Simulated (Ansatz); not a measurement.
Predict the output of the script below (Ansatz 0.2.0, Python API).

The script reads `kcd3.extxyz`:
```text
4
Lattice="0.0 3.910743 3.910743 3.910743 0.0 3.910743 3.910743 3.910743 0.0" Properties=species:S:1:pos:R:3 pbc="T T T"
K     0.00000000    0.00000000    0.00000000
Cd    1.95537150    1.95537150    1.95537150
Cd    5.86611450    5.86611450    5.86611450
Cd    3.91074300    3.91074300    3.91074300
```

Script `run_zeeman.py`:
```python
import logging
import sys
import warnings

import ansatz
import numpy as np

logging.basicConfig(stream=sys.stdout, format="%(name)s: %(message)s")
logger = logging.getLogger("kcd3")
logger.setLevel(logging.INFO)

FUNCTIONAL = "lda"
K_DENSITY = 1.9
SMEARING_WIDTH = 0.2
SCF_TOL = 1e-07

warnings.simplefilter("ignore", ansatz.DeckWarning)

cell = ansatz.Crystal.from_extxyz("kcd3.extxyz")

job = (
    cell.calculation()
    .functional(FUNCTIONAL)
    .kpoints(density=K_DENSITY)
    .occupations(ansatz.OccupationsMethod.FERMI_DIRAC, width=SMEARING_WIDTH)
    .scf(tolerance=SCF_TOL)
    .spin("collinear")
)
rows = []
for tesla in [0, 100, 200, 400]:
    r = (job.magnetic_field(tesla) if tesla else job).run(threads=1).report
    rows.append((tesla, r["magnetization_mub"], r["free_energy_ev"], r["components"].get("e_zeeman", 0.0)))
logger.info("         B (T)      moment muB            F eV  Zeeman term eV")
for row in rows:
    logger.info(f"{str(row[0]):>14s}  {row[1]:14.4f}  {row[2]:14.5f}  {row[3]:14.5f}")
slope = np.polyfit([row[0] for row in rows], [row[1] for row in rows], 1)[0]
logger.info(f"dM/dB = {1000 * slope:.4f} muB per 1000 T per cell")
```

```console
$ python run_zeeman.py
RunWarning: this spin-polarised run has no starting moment large enough to seed its density, so its SCF can try parallel moments of its own, which can die out, and starts no order whose moments cancel. Behind that start scf.lower_state_search: light tries no [...]
kcd3:          B (T)      moment muB            F eV  Zeeman term eV
kcd3:              0          0.0000    -25849.11493         0.00000
kcd3:            100          0.0340    -25849.11503        -0.00020
kcd3:            200          0.0679    -25849.11533        -0.00079
kcd3:            400          0.1356    -25849.11651        -0.00314
kcd3: dM/dB = 0.3390 muB per 1000 T per cell
```
(Warnings from the package without file and line, shortened.)

Caveats:
- The settings weren't tested for convergence.
- For a metal this mesh is far too coarse, so the numbers only illustrate the procedure.
- A Fermi-Dirac width this large means warm electrons, whose thermal share enters the free energy.
- This cell is a computed structure, which may not be the phase found in nature.
- Orbital magnetism is left out. The response of a metal hangs strongly on mesh and smearing, and a straight-line fit holds only where the moment is linear in the field.
- The script silences the warnings on its input, which a real study should read.
- It ran for 17 s on 1 thread of AMD EPYC 7R43 64-Core Processor (Zen 3) (shared host), peak memory 0.44 GiB.
